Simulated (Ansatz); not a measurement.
A first try at an active-space calculation of C2H4Se, SMILES C=C[SeH], using the Python package of Ansatz (0.2.0).

Input file `c2h4se.xyz`:
```text
7

C    -0.70970    0.35700   -0.59150
C    -0.06800    0.17160    0.50970
Se    0.73730   -1.52800    0.79750
H    -0.78830   -0.36080   -1.36100
H    -1.22420    1.36020   -0.78330
H     0.03440    0.97040    1.25710
H     4.76224   -2.37076    0.29698
```

The script, `cas.py`:
```python
"""Active-space calculation on C2H4Se."""

import ansatz as az

molecule = az.Crystal.molecule_from_extxyz("c2h4se.xyz")

job = molecule.calculation()
job = job.basis(gaussian="def2-SVP")
job = job.correlation(active_electrons=4, active_orbitals=5)
for method in ["sc_nevpt2"]:
    rep = (job if method is None else job.correlation(method)).run(threads=1, pin="off").report
    space = rep["configurations"]
    state = space["states"][0]
    print(method or "casscf", f"total {rep['free_energy_ev'] / 27.211386246:.6f} Ha, active-space state {state['energy']['hartree']:.6f} Ha, mean field {rep['reference_energy_ev'] / 27.211386246:.6f} Ha")
    print("  determinants", state["n_determinants"], " natural occupations", [round(n, 3) for n in space["natural_occupations"]])
print("effectively unpaired electrons, sum of min(n, 2 - n):", round(sum(min(n, 2 - n) for n in space["natural_occupations"]), 3))
```

Output of `python cas.py`:
```text
sc_nevpt2 total -2477.905881 Ha, active-space state -2477.448842 Ha, mean field -2477.258598 Ha
  determinants 100  natural occupations [1.926, 1.065, 0.933, 0.072, 0.003]
effectively unpaired electrons, sum of min(n, 2 - n): 2.017
```

No error stopped it. What is wrong with the input all the same?

The fault: one atom is pulled far from the rest. Mended:

```diff
--- c2h4se.xyz
+++ c2h4se.xyz
@@ -9 +9 @@
-H     4.76224   -2.37076    0.29698
+H     2.07980   -1.03840    0.12570
```

With that change:

```console
$ python cas.py
RunWarning: the results are in doubt because another end's mean lies 0.077 eV lower, and its corrected mean 0.296 eV higher
sc_nevpt2 total -2478.008932 Ha, active-space state -2477.556377 Ha, mean field -2477.504569 Ha
  determinants 100  natural occupations [1.971, 1.923, 0.073, 0.028, 0.005]
effectively unpaired electrons, sum of min(n, 2 - n): 0.211
```
(Warnings from the package without file and line.)

Notes:
- Total energies depend on the basis set; only differences at equal settings carry meaning.
- The geometry is a force-field or estimated start, not a minimum of this method, and the basis set is short of its limit. The active space starts as a window about the frontier orbitals and is then optimised, not chosen by chemistry.
- A lower CASSCF solution was found and passed over, so the printed active-space state isn't the lowest.
- Timing: 15 s on 1 thread of Arm Neoverse V2 (shared host), peak memory 0.24 GiB.

(Lines on the test bed's own set-up are left out of the output.)
